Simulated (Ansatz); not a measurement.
# InCoB3 (element-swapped structure): how the settings move a single-point run, part 2 of 2

How sensitive is a single-point run of InCoB3 (element-swapped structure) to its settings? A reference run comes first, then four runs with altered input.

Ansatz 0.2.0; reference level DFT PBE, plane waves, PAW, scalar-relativistic, no spin polarisation.

### Step 5. Variant: ecutwfc 300 eV

The input, input.yaml:

```yaml
crystal:
  lattice:
    - [3.324496, 0.0, 0.0]
    - [1.662248, -9.596202, 0.0]
    - [0.0, 0.0, -3.258881]
  atoms:
    - { symbol: Co, position: [0.205, 0.59, 0.75] }
    - { symbol: Co, position: [0.795, 0.41, 0.25] }
    - { symbol: B, position: [0.653, 0.694, 0.75] }
    - { symbol: B, position: [0.347, 0.306, 0.25] }
    - { symbol: In, position: [0.928, 0.144, 0.75] }
    - { symbol: In, position: [0.072, 0.856, 0.25] }
    - { symbol: B, position: [0.326, 0.348, 0.75] }
    - { symbol: B, position: [0.674, 0.652, 0.25] }
    - { symbol: B, position: [0.525, 0.95, 0.75] }
    - { symbol: B, position: [0.475, 0.05, 0.25] }
  symmetry: { tolerance: 0.0003 }
kpoints:
  mp_grid: { grid: [6, 6, 6], shift: [0, 0, 0] }
magnetization:
  spin_polarized: false
scf:
  occupations: { method: gaussian, width: 0.0536 }
hamiltonian:
  pseudopotentials: { kind: paw }
  xc: pbe
basis:
  ecutwfc: "300 eV"
output:
  forces: true
  stress: true
  eigenvalues: true
```

The run is started by

```sh
$ ansatz run input.yaml --threads 1 --pin off --max-ram 2560MiB --backend cpu --events-out ev --progress --plain --runs-dir out
```

Output:

```text
Warning: basis.ecutwfc = 300 eV is below the records' recommended 420 eV, and the density's cutoff is lower with it unless basis.ecutrho_ratio is high enough to keep the records' density cutoff: compare with a run at a higher cutoff
Warning: RAYON_NUM_THREADS=1 ignored (pool sized by the plan → 1); use --threads N
Engine: ansatz 0.2.0, x86_64-unknown-linux-gnu
Pseudopotentials: kind: paw
Pseudopotential: Co, paw, valence charge 17, recommended cutoff 420 eV (normal), Co.paw.azcp
Pseudopotential: B, paw, valence charge 3, recommended cutoff 420 eV (normal), B.paw.azcp
Pseudopotential: In, paw, valence charge 13, recommended cutoff 420 eV (normal), In.paw.azcp
Functional definition: PBE
  parameter kappa = 0.804
  parameter beta = 0.06672455060314922
  exchange = pbe_x(kappa = kappa, mu = beta*pi^2/3)
  correlation = pbe_c(beta = beta)
Crystal: 10 atoms, lattice volume = 103.967 Å³
Basis set: ecut = 300 eV, 1251 PW (Γ), exchange–correlation on 40×120×40 points (8 copies of the dense FFT grid, shifted against one another)
Bands: 49, of which v1, the nominal top of the filled ones, is band 39 counted from 1 (38 counted from 0)
Symmetry: 8 space group operations
Space group: Cmcm (ITA 63), of the structure as read, at distance tolerance 1.4e-3 Å
k-points: 52 of 216
Non-local potential: Co, projectors of the file, l = 0: 3, l = 1: 2, l = 2: 3, l = 3: 1
Non-local potential: B, projectors of the file, l = 0: 2, l = 1: 2, l = 2: 1
Non-local potential: In, projectors of the file, l = 0: 2, l = 1: 2, l = 2: 2, l = 3: 2
PAW form: soft (Blöchl's): semilocal exchange-correlation on the pseudo side does not see the compensation charge
PAW one-centre angular grid: Co, 590 points (default); XC on 64 Gauss nodes
PAW one-centre angular grid: B, 110 points (default); XC on 64 Gauss nodes
PAW one-centre angular grid: In, 590 points (default); XC on 64 Gauss nodes
Initial density: superposition of atomic densities (neutral atoms: chi_scale 0, normalization atom), corrected by the library's trained network
Initial wavefunctions: pseudopotential atomic-orbital guess
Functional: x = pbe(κ = 0.804, μ = 0.2195149727645171), c = pbe(β = 0.06672455060314922)
SCF iter   1: F=—  HF=-22375.622083 eV  |F-HF|=—  |Δ(HF+E_count)|=         —  Δρ=8.06e-3  dr2=8.14e-2  ethr=1.77e-3  ⟨swp⟩=6.2  Hψ=9874  notcnv=0  defer=16
preconditioner: auto → Kerker (q_TF=auto, 2.601 Å⁻¹)  [metal: Δε(μ)=0.025 eV  Ē_g=10.741 eV  σ=0.054 eV  W_gap=0.26  n_scr=28 (ndim 8)  ℏωp=28.7 eV  f_vac=0.000  D(μ)=6.67/eV (n_scr^D=68)]
SCF iter   2: F=—  HF=-22375.601917 eV  |F-HF|=—  |Δ(HF+E_count)|=   2.02e-2  Δρ=1.05e-2  dr2=1.97e-1  ethr=1.04e-4  ⟨swp⟩=2.0  Hψ=5290  notcnv=0  defer=181
SCF iter   3: F=—  HF=-22375.580547 eV  |F-HF|=—  |Δ(HF+E_count)|=   2.14e-2  Δρ=6.43e-3  dr2=8.15e-2  ethr=1.04e-4  ⟨swp⟩=1.9  Hψ=2490  notcnv=0  defer=181
SCF iter   4: F=—  HF=-22375.574658 eV  |F-HF|=—  |Δ(HF+E_count)|=   5.89e-3  Δρ=7.09e-4  dr2=2.22e-3  ethr=1.04e-4  ⟨swp⟩=1.8  Hψ=2456  notcnv=0  defer=181
SCF iter   5: F=—  HF=-22375.574533 eV  |F-HF|=—  |Δ(HF+E_count)|=   1.24e-4  Δρ=3.85e-4  dr2=4.78e-4  ethr=2.84e-6  ⟨swp⟩=1.0  Hψ=2340  notcnv=0  defer=181
SCF iter   6: F=—  HF=-22375.574486 eV  |F-HF|=—  |Δ(HF+E_count)|=   4.70e-5  Δρ=2.09e-4  dr2=1.12e-4  ethr=6.13e-7  ⟨swp⟩=1.1  Hψ=2343  notcnv=0  defer=181
SCF iter   7: F=—  HF=-22375.574471 eV  |F-HF|=—  |Δ(HF+E_count)|=   1.54e-5  Δρ=4.35e-5  dr2=3.90e-6  ethr=1.44e-7  ⟨swp⟩=1.2  Hψ=2359  notcnv=0  defer=181
SCF iter   8: F=—  HF=-22375.574500 eV  |F-HF|=—  |Δ(HF+E_count)|=   2.86e-5  Δρ=2.26e-5  dr2=4.73e-7  ethr=5.01e-9  ⟨swp⟩=1.9  Hψ=2693  notcnv=0  defer=181
SCF iter   9: F=-22375.574500 eV  HF=-22375.574500 eV  |F-HF|=5.28e-8  |Δ(HF+E_count)|=   1.04e-7  Δρ=6.14e-6  dr2=6.37e-8  ethr=1.28e-10  ⟨swp⟩=9.2  Hψ=9919  notcnv=0
SCF 1 converged in 9 iterations: F = -22375.574500 eV  dr2 = 6.37e-8
SCF converged after 9 iterations
Free energy (F): -22375.574500 eV
Harris-Foulkes:  -22375.574500 eV  (|F-HF|=5.28e-8)
Internal energy: -22375.564972 eV  (E = F + TS)
E sigma→0 (E₀):  -22375.569736 eV
Entropy (-TS):   -0.009528 eV (-0.953 meV/atom)
Fermi energy:    13.647952 eV
--- Per-component energies (eV) ---
  E_band       = -494.966632
  E_kinetic    = 1687.003979
  E_local      = -10354.621591  (includes V_loc(G=0)·N_el)
  E_nonlocal   = 1751.845776
  E_hartree    = 4461.103402
  E_xc         = -938.597864
  E_vxc        = -834.619525  (∫ρ·V_xc dr)
  E_paw        = -11845.555112  (= ΣΔE_a)
  E_vpaw       = -1666.756123  (= ΣTr[D̂ρ^β])
  E_aug_tail   = -0.004888  (compensation charges beyond the density's cutoff)
  E_ewald      = -7136.738673
  E_smearing   = -0.009528  (= −TS)
  E_closure    = 0.000000  (closes the sum)
  Σ components = -22375.574500   (vs F -22375.574500, Δ=0.00e0)
--- Forces (eV/Å), atoms counted from 1 ---
  atom   1  Co     0.00000000     1.87767208     0.00000000
  atom   2  Co     0.00000000    -1.87767208     0.00000000
  atom   3  B      0.00000000    -1.20729484     0.00000000
  atom   4  B      0.00000000     1.20729484     0.00000000
  atom   5  In     0.00000000    -1.54953496     0.00000000
  atom   6  In     0.00000000     1.54953496     0.00000000
  atom   7  B      0.00000000    -1.85856643     0.00000000
  atom   8  B      0.00000000     1.85856643     0.00000000
  atom   9  B      0.00000000    -1.42152008     0.00000000
  atom  10  B      0.00000000     1.42152008     0.00000000
  max |Σ_I F_I| component: 0.00e0 eV/Å
--- Stress (GPa, compression-positive) ---
       15.137027       0.000000       0.000000
        0.000000       5.074653       0.000000
        0.000000       0.000000     -13.280925
  P = ⅓ Tr σ = 2.3103 GPa (23.103 kbar)
--- Band table (eV; the first three rows and the last of 52) ---
  k-point 0: bands = ["-81.1316", "-81.1305", "-44.7169", "-44.6983", "-44.4740", "-44.4543", "-44.2326", "-44.2149", "-1.7050", "-1.6985", "-1.5332", "-1.5213", "-1.4785", "-1.4275", "-1.2844", "-1.2369", "-1.2012", "-1.1681", "-0.2205", "1.3505", "1.8566", "5.8887", "7.0403", "9.1069", "9.1577", "9.6820", "10.0769", "10.3395", "10.6930", "10.7904", "11.1675", "11.6274", "12.2620", "12.5293", "12.6324", "12.7573", "13.1124", "13.7060", "13.9185", "15.1223", "15.3383", "15.6296", "15.9211", "16.9193", "17.4257", "17.9274", "18.0006", "18.0824", "18.2770"]
  k-point 1: bands = ["-81.1298", "-81.1246", "-44.7164", "-44.6980", "-44.4729", "-44.4541", "-44.2312", "-44.2135", "-1.6708", "-1.6307", "-1.5523", "-1.4873", "-1.4643", "-1.4146", "-1.3124", "-1.2579", "-1.2514", "-1.2445", "0.1760", "1.6787", "2.2188", "6.1464", "7.2543", "7.6992", "8.1804", "9.0620", "9.8675", "10.2555", "10.6568", "11.3612", "11.4698", "11.9433", "12.0551", "12.1799", "12.5330", "12.6554", "13.4918", "13.7006", "13.9773", "15.1738", "15.2031", "15.5145", "16.5421", "17.0938", "17.3122", "17.8588", "18.0601", "18.8943", "19.1723"]
  k-point 2: bands = ["-81.1291", "-81.1267", "-44.7097", "-44.7024", "-44.4690", "-44.4595", "-44.2309", "-44.2218", "-1.6441", "-1.6136", "-1.5493", "-1.5418", "-1.4508", "-1.3992", "-1.3082", "-1.2943", "-1.2785", "-1.2443", "1.3090", "2.6398", "3.2187", "5.3129", "5.9928", "6.7099", "7.0606", "8.3894", "10.2644", "10.6696", "10.7055", "10.9859", "11.4129", "11.6804", "11.8697", "12.6310", "12.7388", "12.9086", "12.9765", "13.2357", "14.2164", "15.1930", "15.4181", "16.1167", "16.2180", "16.5077", "17.4974", "17.6602", "18.5621", "18.8680", "18.9601"]
  k-point 51: bands = ["-81.1231", "-81.1231", "-44.7106", "-44.7106", "-44.4622", "-44.4622", "-44.2269", "-44.2269", "-1.8567", "-1.8567", "-1.5816", "-1.5816", "-1.5664", "-1.5664", "-1.1838", "-1.1838", "-1.0508", "-1.0508", "4.8259", "4.8259", "5.3383", "5.3383", "6.5102", "6.5102", "7.8528", "7.8528", "9.1840", "9.1840", "10.2751", "10.2751", "10.7330", "10.7330", "11.3676", "11.3676", "11.8203", "11.8203", "12.5024", "12.5024", "13.3765", "13.3765", "13.9493", "13.9493", "14.9627", "14.9627", "15.2738", "15.2738", "16.1944", "16.1944", "18.9682"]
```

It took 5.2 s on 1 thread of Intel Xeon 6975P-C (Granite Rapids), shared host; peak memory 0.48 GiB.

Changing the cutoff moves the energy by +152.8 meV/atom, and the largest force goes from 1.97 to 1.88 eV/Å. The lower cutoff gives the higher energy: the smaller basis describes the state less well. The log warns that the cutoff is under what these potentials recommend, so the shift is basis error. Cost: 5.2 s against 8.2 s. The variant is not converged in its settings.

### Step 6. Variant: xc lda

The input, input.yaml:

```yaml
crystal:
  lattice:
    - [3.324496, 0.0, 0.0]
    - [1.662248, -9.596202, 0.0]
    - [0.0, 0.0, -3.258881]
  atoms:
    - { symbol: Co, position: [0.205, 0.59, 0.75] }
    - { symbol: Co, position: [0.795, 0.41, 0.25] }
    - { symbol: B, position: [0.653, 0.694, 0.75] }
    - { symbol: B, position: [0.347, 0.306, 0.25] }
    - { symbol: In, position: [0.928, 0.144, 0.75] }
    - { symbol: In, position: [0.072, 0.856, 0.25] }
    - { symbol: B, position: [0.326, 0.348, 0.75] }
    - { symbol: B, position: [0.674, 0.652, 0.25] }
    - { symbol: B, position: [0.525, 0.95, 0.75] }
    - { symbol: B, position: [0.475, 0.05, 0.25] }
  symmetry: { tolerance: 0.0003 }
kpoints:
  mp_grid: { grid: [6, 6, 6], shift: [0, 0, 0] }
magnetization:
  spin_polarized: false
scf:
  occupations: { method: gaussian, width: 0.0536 }
hamiltonian:
  pseudopotentials: { kind: paw }
  xc: lda
basis:
  ecutwfc: 420
output:
  forces: true
  stress: true
  eigenvalues: true
```

The run is started by

```sh
$ ansatz run input.yaml --threads 1 --pin off --max-ram 2560MiB --backend cpu --events-out ev --progress --plain --runs-dir out
```

Output (excerpt; [...] marks lines left out):

```text
Warning: RAYON_NUM_THREADS=1 ignored (pool sized by the plan → 1); use --threads N
[...]
[... 4 set-up lines as earlier in the session ...]
Functional definition: SPW92
[...]
Crystal: 10 atoms, lattice volume = 103.967 Å³
Basis set: ecut = 420 eV, 2043 PW (Γ)
Bands: 49, of which v1, the nominal top of the filled ones, is band 39 counted from 1 (38 counted from 0)
[... 2 set-up lines as earlier in the session ...]
k-points: 52 of 216
[...]
SCF iter   1: F=—  HF=-21932.284632 eV  |F-HF|=—  |Δ(HF+E_count)|=         —  Δρ=1.15e-2  dr2=2.50e-1  ethr=1.77e-3  ⟨swp⟩=6.3  Hψ=10042  notcnv=0  defer=20
[...]
SCF converged after 9 iterations
Free energy (F): -21932.248925 eV
[...]
E sigma→0 (E₀):  -21932.243984 eV
Entropy (-TS):   -0.009882 eV (-0.988 meV/atom)
Fermi energy:    13.358990 eV
[...]
--- Forces (eV/Å), atoms counted from 1 ---
  atom   1  Co     0.00000000     1.73651134     0.00000000
  atom   2  Co     0.00000000    -1.73651134     0.00000000
  atom   3  B      0.00000000    -0.92331334     0.00000000
  atom   4  B      0.00000000     0.92331334     0.00000000
  atom   5  In     0.00000000    -1.42049109     0.00000000
  atom   6  In     0.00000000     1.42049109     0.00000000
  atom   7  B      0.00000000    -1.93562699     0.00000000
  atom   8  B      0.00000000     1.93562699     0.00000000
[...]
--- Stress (GPa, compression-positive) ---
        4.330445       0.000000       0.000000
        0.000000      -4.446973       0.000000
        0.000000       0.000000     -22.239120
  P = ⅓ Tr σ = -7.4519 GPa (-74.519 kbar)
--- Band table (eV; the first three rows and the last of 52) ---
[...]
```

Wall time 8.1 s (1 thread of Intel Xeon 6975P-C (Granite Rapids), shared host); peak memory 0.55 GiB.

Total energies don't compare across a change of functional; the pressure goes from 2.1 to -7.5 GPa and the largest force goes from 1.97 to 1.94 eV/Å. At this fixed cell a lower pressure means that this functional prefers a smaller volume than the reference.

### Step 7. Comparison

The summary covers parts 1 to 2.

```csv
run,ending,energy change,pressure (GPa),gap (eV),force (eV/Å),cycles,time
reference,converged,0,2.1,0.00,1.97,9,8.2 s
"1: eigensolver.kind davidson, basis.precision f64",converged,0.0 meV/atom,2.1,0.00,1.97,8,14 s
"2: eigensolver.kind davidson, xc rpbe, basis.precision f64",converged,not comparable,5.7,0.00,2.04,9,14 s
3: ecutwfc 300 eV,converged,+152.8 meV/atom,2.3,0.00,1.88,9,5.2 s
4: xc lda,converged,not comparable,-7.5,0.00,1.94,9,8.1 s
```

Times don't compare one to one where runs were asked for different outputs or read a saved state (see the inputs); cycles may leave out searches for a lower state.

Residual by cycle in the longest SCF loop of each run; runs are numbered as in the table. The quantity is the density residual dr2, in eV.

```csv
cycle,reference,run 1,run 2,run 3,run 4
1,0.167,0.162,0.285,0.0814,0.25
2,0.049,0.0535,0.0757,0.197,0.105
3,0.00896,0.00649,0.0088,0.0815,0.00647
4,4.4e-4,5.2e-4,0.001,0.00222,3.5e-4
5,6.9e-5,1.7e-4,2.8e-4,4.8e-4,1.8e-4
6,2.0e-5,3.4e-5,5.6e-5,1.1e-4,1.0e-5
7,1.6e-6,1.4e-6,1.2e-6,3.9e-6,1.5e-6
8,1.1e-7,9.0e-8,2.9e-7,4.7e-7,2.0e-7
9,1.3e-8,-,2.2e-8,6.4e-8,2.0e-8
```

What this shows: Of the converged runs whose energies compare with the reference's, «ecutwfc 300 eV» moves the energy most (+152.8 meV/atom) and «eigensolver.kind davidson, basis.precision f64» least (0.0 meV/atom). Run 3 ran under the cutoff that the potentials recommend, as the log warns, so basis error is mixed into its values. The reference leaves spin out although Co can carry a moment, so its state need not be the lowest.

The reference has limits of its own: its mesh is coarse for a cell with so small a gap or none; the cell is far from equilibrium (forces up to 2.0 eV/Å), so its values aren't those of the relaxed material; the structure is made up and not relaxed.
